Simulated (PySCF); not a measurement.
Molecule: O2CrFCl, in a box.

```
O Cr F Cl
1.0
    12.00000    0.00000    0.00000
     0.00000   12.00000    0.00000
     0.00000    0.00000   12.00000
O Cr F Cl
2 1 1 1
Direct
  0.46280 0.41341 0.60740
  0.60744 0.39336 0.45965
  0.49195 0.44168 0.48607
  0.39473 0.38748 0.39826
  0.49860 0.61603 0.46894
```

Program: PySCF 2.14.0. Alike in all runs: task atomic charges; potentials or basis 6-31g* (all-electron); no spin polarisation; cell as given; k mesh 1 × 1 × 1; smearing fixed.

Q: Order these runs on this cell by their band gap on the k mesh, lowest first.
A. level SCAN0; exxdiv ewald; three-centre integrals read from an earlier run's file
B. level HSE06+D3(BJ); three-body dispersion term no; exxdiv ewald; three-centre integrals read from an earlier run's file
C. level PBE

A: C (2.77 eV), B (4.14 eV), A (5.13 eV).

Caveats: this is a molecule in a periodic box at the Γ point, so its band gap is the HOMO-LUMO gap; the basis of atomic orbitals isn't converged, which shifts pressures, moduli and gaps; this program's HSE differs a little from the usual definition (some runs).

